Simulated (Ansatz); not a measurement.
The system is Ge2Sb2Te5.

```
Te Sb Ge
1.0
     6.83914   -3.06601    0.00000
     6.83914    3.06601    0.00000
    -6.83098    0.00000    6.84761
Te Sb Ge
5 2 2
Cartesian
  5.4948 0.0000 2.6461
  9.5385 0.0000 1.3429
  0.0699 0.0000 0.0441
  -2.7069 0.0000 5.5452
  1.3918 0.0000 4.0888
  8.3181 0.0000 4.0255
  -1.3207 0.0000 2.8579
  2.6055 0.0000 1.2862
  6.7274 0.0000 0.0756
```

The cell comes from a database or a generator and needn't be the stable form of this composition.

| Quantity | Value |
| --- | --- |
| Program | Ansatz 0.2.0 |
| Task | relaxation of cell and atoms |
| Functional | revPBE |
| Potentials or basis | Ansatz PAW |
| Cutoff | 420 eV (not typed: the program's choice for these potentials) |
| k mesh | 5 × 5 × 4 |
| Occupations | fermi-dirac, width 0.05 eV |
| Spin | no spin polarisation |

At the start: volume 31.91 Å³/atom.

How do energy, volume and symmetry change on relaxing?

It ends after 12 steps and the volume is 34.12 Å³/atom (+6.9 %); space group Cm (No. 8, to 0.05 Å).

Step by step:
| step | energy change (eV) | largest force (eV/Å) | volume (Å³) |
| --- | --- | --- | --- |
| 1 | 0.0000 | 0.1960 | 287.17 |
| 2 | -0.0327 | 0.1861 | 295.01 |
| 3 | -0.0500 | 0.1242 | 295.40 |
| 4 | -0.0742 | 0.2314 | 298.82 |
| 5 | -0.1008 | 0.0653 | 303.73 |
| 6 | -0.1058 | 0.0471 | 305.42 |
| 7 | -0.1085 | 0.0363 | 306.67 |
| 8 | -0.1100 | 0.0411 | 306.71 |
| 9 | -0.1102 | 0.0410 | 307.35 |
| 10 | -0.1106 | 0.0171 | 307.28 |
| 11 | -0.1107 | 0.0049 | 307.10 |
| 12 | -0.1135 | 0.0048 | 307.10 |

Final structure:
```cif
data_structure
_symmetry_space_group_name_H-M 'P 1'
_symmetry_Int_Tables_number 1
_cell_length_a 7.6921
_cell_length_b 7.6921
_cell_length_c 9.9762
_cell_angle_alpha 130.287
_cell_angle_beta 130.287
_cell_angle_gamma 47.257
_cell_volume 307.10
loop_
_atom_site_label
_atom_site_type_symbol
_atom_site_fract_x
_atom_site_fract_y
_atom_site_fract_z
_atom_site_occupancy
Te1 Te 0.59379 0.59379 0.38000 1
Te2 Te 0.79214 0.79214 0.19690 1
Te3 Te 0.00483 0.00483 0.99433 1
Te4 Te 0.19302 0.19302 0.78344 1
Te5 Te 0.38467 0.38467 0.57679 1
Sb1 Sb 0.91361 0.91361 0.59488 1
Sb2 Sb 0.11427 0.11427 0.42806 1
Ge1 Ge 0.27542 0.27542 0.19979 1
Ge2 Ge 0.52825 0.52825 0.04581 1
```

Caveat: the plane-wave basis is chosen anew once the cell has moved, so the energies of steps on either side of that aren't comparable; the PAW data sets come from PBE, with cores solved anew for the run's functional, which leaves a small shift of forces and pressure.
